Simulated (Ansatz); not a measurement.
# One shape, several levels: GaHClF (SMILES [F][GaH][Cl])

Aim: a comparison of 6 runs (HF/3-21G, HF/def2-SVP, PBE0/def2-SVP, MP2/cc-pVDZ, MP2/pcseg-1, SC-NEVPT2(4,3)/aug-cc-pVDZ) of GaHClF. 

Program for the calculation: Ansatz 0.2.0.

10 further runs of the same task are left out: 1 for a known fault of the program, 3 that didn't finish, 6 set aside as unsound or not needed.

**1. The system as given**

GaHClF has 4 atoms, charge 0, and is taken as a singlet. As SMILES, `[F][GaH][Cl]`. The coordinates come from a PBE0-D4/def2-TZVP relaxation.

Bond lengths: F1–Ga2 1.744 Å, Ga2–Cl3 2.122 Å, Ga2–H4 1.541 Å. Angles: F1–Ga2–Cl3 113.4°, F1–Ga2–H4 120.8°, Cl3–Ga2–H4 125.8°.

**2. Energy and gradient at HF/3-21G (run 1)**

input.yaml reads:

```yaml
crystal:
  periodic: [false, false, false]
  atoms:
    - {symbol: F, position_ang: [-1.686800, 0.040400, 0.266300]}
    - {symbol: Ga, position_ang: [0.024200, 0.133600, -0.059000]}
    - {symbol: Cl, position_ang: [1.066200, -1.658900, 0.391700]}
    - {symbol: H, position_ang: [0.652000, 1.424600, -0.619400]}
basis:
  gaussian: {orbitals: 3-21G-spherical.json}
hamiltonian: {xc: hf}
accuracy: high
output: {forces: true, orbitals: {seedname: orbitals}}
```

The basis set 3-21G is read from a file made from the Basis Set Exchange's data (not shown).

On the command line:

```bash
$ ansatz run input.yaml --threads 1 --pin off --max-ram 2610MiB --events-out events.jsonl --progress --plain --runs-dir runs
```

The program printed:

```text
Warning: RAYON_NUM_THREADS=1 ignored (pool sized by the plan → 1); use --threads N
Functional definition: HF
  name "HF"
  exchange = exact_x
  correlation = 0
812 factors; integrals over basis functions are off by at most 4.1e-9 eV
mean field evaluation 1: about -67229.8806 eV, gradient 3.0e1 eV
mean field evaluation 2: about -67229.9782 eV, gradient 3.1e1 eV
mean field evaluation 4: about -67231.9977 eV, gradient 1.6e0 eV
mean field evaluation 8: about -67232.0237 eV, gradient 1.5e-1 eV
mean field evaluation 16: about -67232.0238 eV, gradient 3.9e-8 eV
mean field -67232.02384451 eV, -2470.7313047831 hartree, gradient 3.9e-8 eV, S^2 0.000000; 0 other end points of the search recorded, 0 dependent functions left out
the calculation of the forces begins
reference -67232.02384451 eV, -2470.7313047831 hartree; 29, 29 occupied and 17, 17 virtual orbitals, 812 factors
Total energy: -67232.02384451 eV, -2470.7313047831 hartree
Atom 0 at    -1.686800     0.040400     0.266300 Å, force     1.704655     0.157514    -0.346721 eV/Å
Atom 1 at     0.024200     0.133600    -0.059000 Å, force    -2.657335     1.193136     0.035649 eV/Å
Atom 2 at     1.066200    -1.658900     0.391700 Å, force     0.893870    -1.370762     0.328115 eV/Å
Atom 3 at     0.652000     1.424600    -0.619400 Å, force     0.058809     0.020113    -0.017043 eV/Å
Dipole moment:     0.182477     0.531478    -0.217641 e Å
```

Wall time 1.1 s (1 thread of AMD EPYC 7R43 (Zen 3), shared host).

**3. Energy and gradient at HF/def2-SVP (run 2)**

molecule.yaml reads:

```yaml
crystal:
  periodic: [false, false, false]
  atoms:
    - {symbol: F, position_ang: [-1.686800, 0.040400, 0.266300]}
    - {symbol: Ga, position_ang: [0.024200, 0.133600, -0.059000]}
    - {symbol: Cl, position_ang: [1.066200, -1.658900, 0.391700]}
    - {symbol: H, position_ang: [0.652000, 1.424600, -0.619400]}
basis:
  gaussian: {orbitals: def2-SVP}
hamiltonian: {xc: hf}
accuracy: high
output: {forces: true, orbitals: {seedname: orbitals}}
```

On the command line:

```bash
$ ansatz run molecule.yaml --threads 1 --pin off --max-ram 2610MiB --events-out events.jsonl --progress --plain --runs-dir runs
```

The program printed (excerpt; [...] marks lines left out):

```text
Warning: RAYON_NUM_THREADS=1 ignored (pool sized by the plan → 1); use --threads N
[... 2 set-up lines as earlier in the session ...]
[...]
1292 factors; integrals over basis functions are off by at most 4.4e-9 eV
[...]
mean field -67549.36839107 eV, -2482.3935017655 hartree, gradient 1.0e-8 eV, S^2 0.000000; 0 other end points of the search recorded, 0 dependent functions left out
[...]
reference -67549.36839107 eV, -2482.3935017655 hartree; 29, 29 occupied and 40, 40 virtual orbitals, 1292 factors
Total energy: -67549.36839107 eV, -2482.3935017655 hartree
Atom 0 at    -1.686800     0.040400     0.266300 Å, force     0.266679     0.045512    -0.061514 eV/Å
Atom 1 at     0.024200     0.133600    -0.059000 Å, force    -0.462787     0.162802     0.021840 eV/Å
Atom 2 at     1.066200    -1.658900     0.391700 Å, force     0.175514    -0.251632     0.058321 eV/Å
Atom 3 at     0.652000     1.424600    -0.619400 Å, force     0.020593     0.043317    -0.018647 eV/Å
Dipole moment:     0.313967     0.339751    -0.172864 e Å
```

Wall time 2.9 s (1 thread of AMD EPYC 7R43 (Zen 3), shared host).

**4. Energy and gradient at PBE0/def2-SVP (run 3)**

job.yaml reads:

```yaml
basis:
  gaussian:
    orbitals: def2-SVP
crystal:
  periodic: [false, false, false]
  atoms:
    - {symbol: F, position_ang: [-1.686800, 0.040400, 0.266300]}
    - {symbol: Ga, position_ang: [0.024200, 0.133600, -0.059000]}
    - {symbol: Cl, position_ang: [1.066200, -1.658900, 0.391700]}
    - {symbol: H, position_ang: [0.652000, 1.424600, -0.619400]}
accuracy: high
hamiltonian:
  xc: {name: PBE0}
output: {forces: true, orbitals: {seedname: orbitals}}
total_charge: 0
```

On the command line:

```bash
$ ansatz run job.yaml --threads 1 --pin off --max-ram 2610MiB --events-out events.jsonl --progress --plain --runs-dir runs
```

The program printed (excerpt; [...] marks lines left out):

```text
Warning: RAYON_NUM_THREADS=1 ignored (pool sized by the plan → 1); use --threads N
Functional definition: PBE0
  name "PBE0"
[...]
1292 factors; integrals over basis functions are off by at most 4.4e-9 eV
[...]
mean field -67609.87109117 eV, -2484.6169349839 hartree, gradient 1.9e-8 eV, S^2 0.000000; 0 other end points of the search recorded, 0 dependent functions left out
[...]
reference -67609.87109366 eV, -2484.6169350754 hartree; 29, 29 occupied and 40, 40 virtual orbitals, 1292 factors
Total energy: -67609.87109366 eV, -2484.6169350754 hartree
Atom 0 at    -1.686800     0.040400     0.266300 Å, force    -0.044232     0.006389     0.005374 eV/Å
Atom 1 at     0.024200     0.133600    -0.059000 Å, force    -0.071760     0.085630    -0.017929 eV/Å
Atom 2 at     1.066200    -1.658900     0.391700 Å, force     0.090744    -0.138198     0.033012 eV/Å
Atom 3 at     0.652000     1.424600    -0.619400 Å, force     0.025247     0.046179    -0.020457 eV/Å
Dipole moment:     0.269479     0.304681    -0.152960 e Å
```

Wall time 6.6 s (1 thread of AMD EPYC 7R43 (Zen 3), shared host).

Runs 4 to 5 aren't shown in full; the table further down has their settings and results.

**5. The energy at SC-NEVPT2(4,3)/aug-cc-pVDZ (run 6)**

molecule.yaml: that of step 3 with these lines changed.

```diff
@@ -8,5 +8,8 @@
 basis:
-  gaussian: {orbitals: def2-SVP}
-hamiltonian: {xc: hf}
-accuracy: high
-output: {forces: true, orbitals: {seedname: orbitals}}
+  gaussian: {orbitals: aug-cc-pVDZ.json, symmetry_tolerance_ang: 0.05}
+correlation:
+  method: sc_nevpt2
+  active_space: {window: {electrons: 4, orbitals: 3}, fixed_orbitals: true}
+  frozen_orbitals: {Cl: 5, F: 1, Ga: 9, H: 0}
+scf: {omitted_lower_state_checks: [increment]}
+output: {orbitals: {seedname: orbitals}}
```

The basis set aug-cc-pVDZ is read from a file made from the Basis Set Exchange's data (not shown).

On the command line:

```bash
$ ansatz run molecule.yaml --threads 1 --pin off --max-ram 2610MiB --events-out events.jsonl --progress --plain --runs-dir runs
```

The program printed:

```text
Warning: RAYON_NUM_THREADS=1 ignored (pool sized by the plan → 1); use --threads N
[... 4 set-up lines as earlier in the session ...]
these checks for a lower state are left out or cut short: increment
968 factors; integrals over basis functions are off by at most 3.6e-4 eV
mean field evaluation 1: about -67559.7505 eV, gradient 3.3e1 eV
mean field evaluation 2: about -67559.7657 eV, gradient 3.3e1 eV
mean field evaluation 4: about -67562.0040 eV, gradient 1.9e0 eV
mean field evaluation 8: about -67562.0232 eV, gradient 8.6e-5 eV
mean field -67562.02321412 eV, -2482.8585579347 hartree, gradient 1.1e-6 eV, S^2 0.000000; 0 other end points of the search recorded, 0 dependent functions left out
reference -67562.02321412 eV, -2482.8585579347 hartree; 29, 29 occupied and 66, 66 virtual orbitals, 968 factors
state -67562.02419390 eV, -2482.8585939409 hartree
state -67562.02419390 eV, -2482.8585939409 hartree; corrected -67573.84426650 eV, -2483.2929735972 hartree
Total energy: -67573.84426650 eV, -2483.2929735972 hartree
Checks for a lower state left out: increment
```

Wall time 2.8 s (1 thread of AMD EPYC 7R43 (Zen 3), shared host); peak memory 0.32 GiB.

**6. The series**

| run | level | frozen core orbitals | task | energy (Eh) | dipole moment (D) | HOMO energy (eV) | LUMO energy (eV) | wall time |
| --- | --- | --- | --- | --- | --- | --- | --- | --- |
| 1 | HF/3-21G | – | gradient | -2470.731305 | 2.89 | -12.65 | 1.15 | 1.1 s |
| 2 | HF/def2-SVP | – | gradient | -2482.393502 | 2.37 | -12.62 | 1.40 | 2.9 s |
| 3 | PBE0/def2-SVP | – | gradient | -2484.616935 | 2.09 | -9.22 | -1.41 | 6.6 s |
| 4 | MP2/cc-pVDZ | 15 | gradient | -2483.244615 | 2.04 | -12.69 | 1.29 | 7.5 s |
| 5 | MP2/pcseg-1 | 15 | gradient | -2482.940959 | 2.19 | -12.86 | 1.09 | 5.1 s |
| 6 | SC-NEVPT2(4,3)/aug-cc-pVDZ | see input | energy | -2483.292974 | – | – | – | 2.8 s |

**7. Results**

| quantity | value |
| --- | --- |
| run 6: total energy | -2483.29297 Eh |

What this shows: Over runs 1, 2, 3, 4, 5 the dipole moment (its size) runs from 2.04 D (MP2/cc-pVDZ) to 2.89 D (HF/3-21G). The two ends differ in method and basis. Over runs 1, 2, 3 the HOMO–LUMO gap runs from 7.81 eV (PBE0/def2-SVP) to 14.02 eV (HF/def2-SVP). Exact exchange widens orbital gaps. All runs together took 26 s, the longest 7.5 s.
